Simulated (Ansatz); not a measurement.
# Ge2Sb2Se: the cost of one run

Computed with Ansatz 0.2.0 (DFT PBE, scalar-relativistic, plane waves, PAW, unless a step's input says otherwise).

1 further run of the same task is left out (it didn't finish).

**1. The starting structure**

It takes space group P-6m2 (No. 187, hexagonal). The conventional cell has a = 4.449 Å, b = 4.449 Å, c = 8.388 Å, α = 90.00°, β = 90.00°, γ = 120.00°. Ge (site symmetry -6m2) has 6 Sb at 2.96 Å as nearest neighbours. Around Ge (site symmetry -6m2) lie 3 Se at 2.57 Å. Around Sb (site symmetry 3m) lie 1 Sb at 2.93 Å and 3 Ge at 2.96 Å. Around Se (site symmetry -6m2) lie 3 Ge at 2.57 Å.

Structure file:

```cif
data_structure
_symmetry_space_group_name_H-M 'P 1'
_symmetry_Int_Tables_number 1
_cell_length_a 4.4491
_cell_length_b 4.4491
_cell_length_c 8.3881
_cell_angle_alpha 90.000
_cell_angle_beta 90.000
_cell_angle_gamma 120.000
_cell_volume 143.79
loop_
_atom_site_label
_atom_site_type_symbol
_atom_site_fract_x
_atom_site_fract_y
_atom_site_fract_z
_atom_site_occupancy
Ge1 Ge 0.33333 0.66667 0.50000 1
Ge2 Ge 0.66667 0.33333 0.00000 1
Sb1 Sb 0.00000 0.00000 0.32526 1
Sb2 Sb 0.00000 0.00000 0.67474 1
Se1 Se 0.33333 0.66667 0.00000 1
```

The cell was relaxed beforehand at this level, from a generated guess; it is a trial structure. At a tolerance of 0.05 Å it has space group P-6m2 (No. 187); it has 28.76 Å³/atom, an uncorrected energy of +0.30 eV/atom over the elements.

**2. Electronic structure at the relaxed geometry**

Contents of input.yaml:

```yaml
crystal:
  lattice:
    - [4.449120909, 0.0, 0.0]
    - [-2.2245604545, 3.8530517317, 0.0]
    - [0.0, 0.0, 8.3880838975]
  atoms:
    - { symbol: Ge, position: [0.3333333333, 0.6666666667, 0.5] }
    - { symbol: Ge, position: [0.6666666667, 0.3333333333, 0.0] }
    - { symbol: Sb, position: [0.0, 0.0, 0.3252614062] }
    - { symbol: Sb, position: [0.0, 0.0, 0.6747385938] }
    - { symbol: Se, position: [0.3333333333, 0.6666666667, 0.0] }
basis:
  ecutwfc: 420
kpoints:
  mp_grid: { grid: [12, 12, 6] }
  band_path:
    path:
      - [[0.0, 0.0, 0.0], [0.5, 0.0, 0.0], [0.33333333, 0.33333333, 0.0], [0.0, 0.0, 0.0], [0.0, 0.0, 0.5], [0.5, 0.0, 0.5], [0.33333333, 0.33333333, 0.5], [0.0, 0.0, 0.5]]
      - [[0.5, 0.0, 0.5], [0.5, 0.0, 0.0]]
      - [[0.33333333, 0.33333333, 0.5], [0.33333333, 0.33333333, 0.0]]
    npoints: 14
hamiltonian:
  xc: pbe
scf:
  occupations: { method: gaussian, width: 0.1 }
  n_extra_bands: 12
output:
  forces: true
  stress: true
  eigenvalues: true
  populations: true
  dos: { projected: true, de: 0.02, nscf_kmesh: { grid: [15, 15, 8] } }
  bader: true
  write_density: true
  write_potential: true
  elf: true
  volumetric_format: npy
```

Started as:

```bash
$ ansatz run input.yaml --threads 1 --pin off --max-ram 2560MiB --backend cpu --events-out ev --progress --plain --runs-dir out
```

**Question.** How long does this run take on 1 thread of Intel Xeon 6975P-C (Granite Rapids), shared host, and how much memory does it need?

About 2.1 min, with a peak of 0.92 GiB.
